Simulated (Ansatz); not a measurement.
Relaxation of a periodic cell of 17 atoms, Cu8NiO8 (host CuO, host structure Cc, interstitial Ni), to a largest force component of 0.03 eV/Å in at most 60 steps.

The calculation used DFT PBE, scalar-relativistic, plane waves, PAW (Ansatz 0.2.0). Settings: PAW set soft_1, cutoff 420 eV, k mesh 2x2x2, gaussian smearing 0.05 eV, spin collinear.

```xyz
17
Lattice="4.6927 -3.4283 0.0000 4.6927 3.4283 0.0000 -0.8519 0.0000 5.0659" Properties=species:S:1:pos:R:3:forces:R:3
Cu 1.173 0.846 0.000 4.15 4.29 13.06
Cu 0.747 -0.846 2.533 7.09 -7.56 -6.99
O 2.076 -0.282 1.318 1.22 0.01 -0.58
O 1.650 0.282 3.851 2.19 -0.25 -0.33
Cu 3.520 2.560 0.000 -1.27 0.21 1.27
Cu 3.094 0.868 2.533 -0.80 -0.56 0.12
O 4.422 1.432 1.318 0.54 0.28 -0.68
O 3.996 1.996 3.851 -0.31 -2.48 0.07
Cu 3.520 -0.868 0.000 -0.77 0.34 0.98
Cu 3.094 -2.560 2.533 -11.51 3.96 -7.91
O 4.422 -1.996 1.318 0.51 0.51 -0.65
O 3.996 -1.432 3.851 0.57 1.94 -0.40
Cu 5.866 0.846 0.000 -0.45 0.07 0.90
Cu 5.440 -0.846 2.533 -0.34 0.21 0.21
O 6.769 -0.282 1.318 0.42 0.03 -0.79
O 6.343 0.282 3.851 0.36 -0.32 -0.55
Ni 4.415 -3.183 3.506 -1.61 -0.69 2.26
```

Question: Where does it end, and by what steps?

Answer: It converged. The force dipped under the threshold on the way, but the program's further checks kept it going. No Hubbard correction was used and the magnetic state wasn't searched. Limits of this set-up: coarse k mesh, a small cell, in which the defect meets its images, a typed lattice constant that wasn't relaxed here. After 13 steps the energy has fallen by 8.321 eV; Cu1 moved furthest, 0.95 Å. The start is strongly strained (largest force component 13 eV/Å), so its close contacts needn't be bonds. Parted: Cu1–O12 (1.96 → 2.78 Å). Joined: Cu1–O15 (2.80 → 2.04 Å), O3–Cu10 (2.77 → 2.29 Å).

| step | energy less start (eV) | largest force component (eV/Å) | accepted |
| --- | --- | --- | --- |
| 0 | 0.0000 | 13.064 | yes |
| 1 | -5.4506 | 5.843 | yes |
| 2 | -7.3560 | 1.855 | yes |
| 3 | -7.9347 | 0.669 | yes |
| 4 | -8.1643 | 0.382 | yes |
| 5 | -8.2513 | 0.180 | yes |
| 6 | -8.2744 | 0.158 | yes |
| 7 | -8.3065 | 0.103 | yes |
| 8 | -8.3169 | 0.059 | yes |
| 9 | -8.3176 | 0.061 | yes |
| 10 | -8.3194 | 0.054 | yes |
| 11 | -8.3201 | 0.056 | yes |
| 12 | -8.3209 | 0.015 | yes |
| 13 | -8.3210 | 0.015 | yes |

```xyz
17
Lattice="4.6927 -3.4283 0.0000 4.6927 3.4283 0.0000 -0.8519 0.0000 5.0659" Properties=species:S:1:pos:R:3
Cu 1.479 1.152 0.842
Cu 0.754 -1.038 2.375
O 2.233 -0.511 1.269
O 1.592 0.173 3.704
Cu 3.452 2.466 -0.033
Cu 3.115 0.756 2.581
O 4.414 1.337 1.182
O 4.098 1.945 3.802
Cu 3.462 -0.846 -0.099
Cu 2.899 -2.430 2.324
O 4.373 -1.818 1.218
O 3.940 -1.291 3.707
Cu 5.856 0.811 -0.050
Cu 5.346 -0.731 2.546
O 6.727 -0.339 1.184
O 6.430 0.240 3.783
Ni 4.370 -3.060 3.978
```

Whether the end is a true minimum wasn't checked by a vibrational analysis.

The run took 82 s on 4 threads of Intel(R) Xeon(R) 6975P-C (Granite Rapids), with other jobs on the host, peak memory 0.95 GiB.
